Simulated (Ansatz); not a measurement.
The same calculation of InHO2, space group Pa-3 as a Python script and as an input file (Ansatz 0.2.0 through its Python package).

The script, `scf.py`:
```python
from pathlib import Path
import argparse

import ansatz as az
from ase import Atoms
import numpy as np

parser = argparse.ArgumentParser(description='Single point of InHO2.')
parser.add_argument('--k-length', type=int, default=16, help='k-point sampling')
parser.add_argument('--occupations', required=True, help='how the bands are filled')
parser.add_argument('--xc', default='r2SCAN', help='exchange-correlation functional')
args = parser.parse_args()

atoms = Atoms(
    ['In', 'In', 'In', 'In', 'H', 'H', 'H', 'H', 'O', 'O', 'O', 'O', 'O', 'O', 'O', 'O'],
    scaled_positions=[
        (0.5, 0.5, 0.0),
        (0.5, 0.0, 0.5),
        (0.0, 0.5, 0.5),
        (0.0, 0.0, 0.0),
        (0.0, 0.0, 0.5),
        (0.0, 0.5, 0.0),
        (0.5, 0.0, 0.0),
        (0.5, 0.5, 0.5),
        (0.13004, 0.86996, 0.36996),
        (0.86996, 0.36996, 0.13004),
        (0.36996, 0.13004, 0.86996),
        (0.63004, 0.63004, 0.63004),
        (0.86996, 0.13004, 0.63004),
        (0.13004, 0.63004, 0.86996),
        (0.63004, 0.86996, 0.13004),
        (0.36996, 0.36996, 0.36996),
    ],
    cell=[
        (5.39351, 0.0, 0.0),
        (0.0, 5.39351, 0.0),
        (0.0, 0.0, 5.39351),
    ],
    pbc=True,
)
cell = az.Crystal.from_ase(atoms)

base = (
    cell.calculation()
    .kpoints(length=args.k_length)
    .occupations(args.occupations)
    .functional(args.xc)
    .pseudopotentials('paw')
    .band_table()
    .density()
    .potential()
    .electron_localization_function()
    .output_files(volumetric_format='npy')
)
done = base.run(threads=1)
summary = done.report

print('%-22s %14.5f eV' % ('F = E - TS', summary['free_energy_ev']))
print('%-22s %14.5f eV' % ('E', summary['internal_energy_ev']))
print('%-22s %14.5f eV' % ('Harris-Foulkes', summary['harris_foulkes_ev']))
print('%-22s %14.5f eV' % ('Fermi level', summary['fermi_energy_ev']))

levels = np.array(summary['eigenvalues_ev'])
filled = round(summary['n_electrons'] / 2)
top, bottom = levels[:, filled - 1], levels[:, filled]
print('top of band', filled, 'at k =', summary['kpoints_frac'][top.argmax()], f'{top.max():.4f} eV')
print('bottom of band', filled + 1, 'at k =', summary['kpoints_frac'][bottom.argmin()], f'{bottom.min():.4f} eV')
print(f'gap by band count {bottom.min() - top.max():.3f} eV, least direct gap {(bottom - top).min():.3f} eV')

folder = Path(done.write_results('fields'))
print('densities in e/A^3, potentials in eV, ELF without unit')
for name in sorted(p.name for p in folder.glob('*.npy')):
    field = np.load(folder / name)
    print(f'{name:16s} {str(field.shape):16s} min {field.min():10.4f}  mean {field.mean():10.4f}  max {field.max():10.4f}')
```

```console
$ python scf.py --occupations fixed
DeckWarning: basis.ecutwfc = 500 eV, auto-derived from the records' recommended cutoffs: set by In (their level for a meta-GGA)
F = E - TS               -27063.23044 eV
E                        -27063.23044 eV
Harris-Foulkes           -27063.23044 eV
Fermi level                   7.26034 eV
top of band 52 at k = [0.0, 0.0, 0.0] 7.2603 eV
bottom of band 53 at k = [0.0, 0.0, 0.0] 9.3740 eV
gap by band count 2.114 eV, least direct gap 2.114 eV
densities in e/A^3, potentials in eV, ELF without unit
elf.npy          (40, 40, 40)     min     0.0001  mean     0.2721  max     0.8423
rho.npy          (40, 40, 40)     min     0.0435  mean     0.6629  max    13.3602
v_es.npy         (40, 40, 40)     min   -60.1309  mean     4.4606  max    13.7115
v_tot.npy        (40, 40, 40)     min   -78.9026  mean    -7.1550  max     8.4113
```
(Warnings from the package without file and line.)

`input.yaml`:
```yaml
crystal:
  lattice:
    - [5.39351, 0.0, 0.0]
    - [0.0, 5.39351, 0.0]
    - [0.0, 0.0, 5.39351]
  atoms:
    - { symbol: In, position: [0.5, 0.5, 0.0] }
    - { symbol: In, position: [0.5, 0.0, 0.5] }
    - { symbol: In, position: [0.0, 0.5, 0.5] }
    - { symbol: In, position: [0.0, 0.0, 0.0] }
    - { symbol: H, position: [0.0, 0.0, 0.5] }
    - { symbol: H, position: [0.0, 0.5, 0.0] }
    - { symbol: H, position: [0.5, 0.0, 0.0] }
    - { symbol: H, position: [0.5, 0.5, 0.5] }
    - { symbol: O, position: [0.13004, 0.86996, 0.36996] }
    - { symbol: O, position: [0.86996, 0.36996, 0.13004] }
    - { symbol: O, position: [0.36996, 0.13004, 0.86996] }
    - { symbol: O, position: [0.63004, 0.63004, 0.63004] }
    - { symbol: O, position: [0.86996, 0.13004, 0.63004] }
    - { symbol: O, position: [0.13004, 0.63004, 0.86996] }
    - { symbol: O, position: [0.63004, 0.86996, 0.13004] }
    - { symbol: O, position: [0.36996, 0.36996, 0.36996] }
kpoints:
  mp_grid: { grid: [3, 3, 3] }
hamiltonian:
  xc: r2scan
  pseudopotentials: { kind: paw }
scf:
  occupations: { method: fixed }
output:
  write_density: true
  write_potential: true
  volumetric_format: npy
  elf: true
  eigenvalues: true
```

Launched from the shell:
```console
$ ansatz run input.yaml --threads 1 --pin off --max-ram 3072MiB --backend cpu --events-out ev --progress --plain --runs-dir out
Engine: ansatz 0.2.0, aarch64-unknown-linux-gnu
Pseudopotentials: kind: paw
Pseudopotential: In, paw, valence charge 13, recommended cutoff 500 eV (meta_gga), In.paw.azcp
Pseudopotential: H, paw, valence charge 1, recommended cutoff 500 eV (meta_gga), H.paw.azcp
Pseudopotential: O, paw, valence charge 6, recommended cutoff 500 eV (meta_gga), O.paw.azcp
Functional definition: r2SCAN
  parameter k0 = 0.174
  parameter k1 = 0.065
  parameter a1 = 4.9479
  exchange = r2scan_x(k0 = k0, k1 = k1, a1 = a1)
  correlation = r2scan_c
Crystal: 16 atoms, lattice volume = 156.897 Å³
Basis set: ecut = 500 eV, 3911 PW (Γ), exchange–correlation on 160×160×160 points (64 copies of the dense FFT grid, shifted against one another)
Bands: 68, of which v1, the nominal top of the filled ones, is band 52 counted from 1 (51 counted from 0)
Symmetry: 24 space group operations
Space group: Pa-3 (ITA 205), of the structure as read, at distance tolerance 5.4e-5 Å
k-points: 4 of 27
Non-local potential: In, projectors of the file, l = 0: 2, l = 1: 2, l = 2: 2, l = 3: 2
Non-local potential: H, projectors of the file, l = 0: 2, l = 1: 1
Non-local potential: O, projectors of the file, l = 0: 2, l = 1: 2, l = 2: 1
PAW form: soft (Blöchl's): semilocal exchange-correlation on the pseudo side does not see the compensation charge
PAW frozen core: In, regenerated for the run's functional (the file was generated under x = pbe(κ = 0.804, μ = 0.2195149727645171), c = pbe(β = 0.06672455060314922))
PAW frozen core: O, regenerated for the run's functional (the file was generated under x = pbe(κ = 0.804, μ = 0.2195149727645171), c = pbe(β = 0.06672455060314922))
PAW one-centre angular grid: In, 590 points (default); XC on 289 of its mesh's 2783 points in the sphere
PAW one-centre angular grid: H, 302 points (default); XC on 160 Gauss nodes
PAW one-centre angular grid: O, 302 points (default); XC on 160 Gauss nodes
Initial density: superposition of atomic densities (neutral atoms: chi_scale 0, normalization atom), corrected by the library's trained network
Initial wavefunctions: pseudopotential atomic-orbital guess
Functional: x = r2scan, c = r2scan; τ floored in thin density (d = 2e-4 eV/Å³)
SCF iter   1: F=—  HF=-27063.057244 eV  |F-HF|=—  |Δ(HF+E_count)|=         —  Δρ=1.15e-2  dr2=1.40e-1  dr2_τ=4.98e-1  ethr=1.77e-3  ⟨swp⟩=4.5  Hψ=920  notcnv=0  defer=55
preconditioner: auto → Resta (q_TF=auto, 2.548 Å⁻¹)  ε∞=3.7  [insulator: Δε(μ)=2.151 eV  Ē_g=18.382 eV  n_scr=32 (ndim 8)  ℏωp=30.2 eV  f_vac=0.000  ε∞_Penn≈3.7]
SCF iter   2: F=—  HF=-27063.232136 eV  |F-HF|=—  |Δ(HF+E_count)|=   1.75e-1  Δρ=6.06e-3  dr2=2.92e-2  dr2_τ=2.65e-3  ethr=1.34e-4  ⟨swp⟩=2.2  Hψ=538  notcnv=0  defer=51
SCF iter   3: F=—  HF=-27063.230323 eV  |F-HF|=—  |Δ(HF+E_count)|=   1.81e-3  Δρ=1.11e-3  dr2=1.59e-3  dr2_τ=2.13e-4  ethr=2.81e-5  ⟨swp⟩=3.0  Hψ=411  notcnv=0  defer=53
SCF iter   4: F=—  HF=-27063.230394 eV  |F-HF|=—  |Δ(HF+E_count)|=   7.04e-5  Δρ=3.46e-4  dr2=9.17e-5  dr2_τ=2.03e-5  ethr=1.53e-6  ⟨swp⟩=2.0  Hψ=415  notcnv=0  defer=53
SCF iter   5: F=—  HF=-27063.230433 eV  |F-HF|=—  |Δ(HF+E_count)|=   3.90e-5  Δρ=7.72e-5  dr2=7.28e-6  dr2_τ=8.48e-7  ethr=8.82e-8  ⟨swp⟩=2.2  Hψ=431  notcnv=0  defer=44
SCF iter   6: F=—  HF=-27063.230436 eV  |F-HF|=—  |Δ(HF+E_count)|=   3.66e-6  Δρ=1.32e-5  dr2=1.81e-7  dr2_τ=2.21e-8  ethr=7.00e-9  ⟨swp⟩=2.5  Hψ=436  notcnv=0  defer=44
SCF iter   7: F=-27063.230437 eV  HF=-27063.230437 eV  |F-HF|=3.30e-9  |Δ(HF+E_count)|=   1.45e-7  Δρ=2.44e-6  dr2=7.20e-9  dr2_τ=3.87e-10  ethr=9.62e-11  ⟨swp⟩=11.2  Hψ=1195  notcnv=0
SCF 1 converged in 7 iterations: F = -27063.230437 eV  dr2 = 7.20e-9
  greatest PAW one-centre occupation: 0.990 electrons in one spin orbital (limit 2), on the In atom at site 1 (counted from 0), in its partial waves of l = 2
SCF converged after 7 iterations
Free energy (F): -27063.230437 eV
Harris-Foulkes:  -27063.230437 eV  (|F-HF|=3.30e-9)
Internal energy: -27063.230437 eV  (E = F + TS)
E sigma→0 (E₀):  -27063.230437 eV
Fermi energy:    7.260341 eV
--- Per-component energies (eV) ---
  E_band       = -140.721204
  E_kinetic    = 2440.186776
  E_local      = -6506.191496  (includes V_loc(G=0)·N_el)
  E_nonlocal   = 1874.296931
  E_hartree    = 2433.549591
  E_xc         = -1417.153332
  E_vxc        = -1310.568926  (∫ρ·V_xc dr)
  E_paw        = -18047.477636  (= ΣΔE_a)
  E_vpaw       = -1591.008270  (= ΣTr[D̂ρ^β])
  E_aug_tail   = 0.007099  (compensation charges beyond the density's cutoff)
  E_vtau       = 85.456447  (kinetic-family band-sum trace: ∫τ·v_τ [+ j·A + Jᵃ·Aᵃ] dr)
  E_ewald      = -7844.055027
  E_core_change = 3.606656  (= ΣΔE_core)
  E_smearing   = -0.000000  (= −TS)
  E_closure    = 0.000000  (closes the sum)
  Σ components = -27063.230437   (vs F -27063.230437, Δ=0.00e0)
--- Band table (eV) ---
  k-point 0: bands = ["-11.9558", "-11.3031", "-11.3031", "-11.3031", "-9.8376", "-9.8376", "-9.8376", "-9.4580", "-5.4044", "-5.4044", "-5.4044", "-5.3555", "-5.3555", "-5.3210", "-5.3210", "-5.3210", "-5.1488", "-5.1488", "-5.1488", "-5.0889", "-5.0566", "-5.0566", "-5.0566", "-5.0466", "-5.0466", "-4.5168", "-4.5168", "-4.5168", "2.2996", "2.2996", "2.2996", "2.5359", "3.1029", "3.1029", "3.1029", "3.3792", "3.3792", "3.3792", "4.1279", "4.1279", "5.5833", "5.5833", "5.5833", "6.5979", "6.8629", "6.8629", "6.8629", "7.1235", "7.1235", "7.1235", "7.2603", "7.2603", "9.3740", "14.3887", "14.3887", "14.3887", "16.3493", "16.3493", "16.3493", "17.5494", "17.9209", "17.9209", "17.9209", "18.8841", "18.8841", "19.9108", "19.9108", "19.9108"]
  k-point 1: bands = ["-11.7484", "-11.4001", "-11.2296", "-11.2234", "-9.9626", "-9.9344", "-9.8735", "-9.6840", "-5.3676", "-5.3450", "-5.3126", "-5.2870", "-5.2466", "-5.2465", "-5.2422", "-5.1939", "-5.1467", "-5.1286", "-5.1139", "-5.1097", "-5.0908", "-5.0796", "-5.0582", "-5.0571", "-5.0154", "-4.6872", "-4.6411", "-4.6362", "1.9771", "2.0014", "2.0203", "2.1726", "2.5830", "2.5915", "3.5182", "3.9133", "4.2790", "4.3937", "4.5834", "4.9831", "5.0257", "5.2131", "5.6699", "6.3447", "6.5275", "6.6661", "6.7348", "6.9190", "6.9589", "7.1240", "7.1306", "7.2335", "11.0154", "13.2397", "13.9011", "13.9137", "16.7228", "16.7448", "16.8978", "17.2864", "17.5049", "17.8511", "17.9039", "18.1568", "19.3391", "19.5174", "20.1059", "20.1567"]
  k-point 2: bands = ["-11.5625", "-11.2835", "-11.2767", "-11.1844", "-10.0460", "-10.0202", "-9.9805", "-9.8695", "-5.3286", "-5.3273", "-5.2814", "-5.2524", "-5.2282", "-5.2153", "-5.2152", "-5.2059", "-5.1464", "-5.1411", "-5.1132", "-5.1111", "-5.1011", "-5.0961", "-5.0762", "-4.9975", "-4.8994", "-4.8160", "-4.6800", "-4.6061", "1.7806", "1.8439", "1.9791", "2.0451", "2.6214", "2.8720", "3.0464", "3.8910", "4.5193", "4.6141", "4.8904", "5.2073", "5.5464", "5.6963", "5.7903", "5.9378", "6.0692", "6.5106", "6.6046", "6.7174", "6.9377", "7.0573", "7.1971", "7.2590", "11.9009", "13.3194", "13.4839", "13.7503", "15.9095", "16.4199", "16.6701", "16.8178", "17.8732", "18.1843", "18.4989", "18.8392", "19.1965", "19.4715", "19.8976", "20.3498"]
  k-point 3: bands = ["-11.3992", "-11.2004", "-11.1849", "-11.1849", "-10.1323", "-10.1323", "-10.0827", "-10.0274", "-5.3650", "-5.3650", "-5.2843", "-5.2843", "-5.2402", "-5.2402", "-5.2363", "-5.2255", "-5.1272", "-5.1216", "-5.1216", "-5.1038", "-5.1038", "-5.0883", "-5.0883", "-5.0835", "-4.7485", "-4.6767", "-4.6767", "-4.5612", "1.7814", "1.9595", "1.9595", "2.0359", "2.7607", "2.7607", "2.8151", "3.6497", "4.7971", "4.7971", "5.1122", "5.2048", "5.2048", "5.7569", "5.7676", "5.7676", "6.3761", "6.3761", "6.8296", "6.8296", "6.9666", "6.9966", "7.1956", "7.1956", "12.5368", "13.5482", "13.5482", "13.6662", "15.2663", "15.8502", "15.8502", "16.1379", "18.8170", "18.8170", "19.0894", "19.3221", "19.3221", "19.7975", "20.2284", "20.2284"]
```

Caveats:
- Total energies depend on the potentials; only differences at equal settings carry meaning. A total without «per atom» is that of the cell as typed.
- Along an axis with an odd division the mesh misses the point at one half; a gap read on a finite mesh is an upper bound on this functional's gap.
- Semilocal gaps usually lie well under measured ones.
- Only differences from the Fermi energy are physical; the zero of the scale is a convention.
- Densities and potentials on the grid are those of the valence electrons, and inside the cores they hang on the potentials used.
- The structure comes from a database of computed cells and needn't be a stable or known phase.
- Levels are Kohn-Sham eigenvalues on this mesh, without spin-orbit coupling.
- It ran for 9.2 s on 1 thread of Arm Neoverse V1 (shared host), peak memory 0.68 GiB.

(Lines on the test bed's own set-up are left out of the output.)
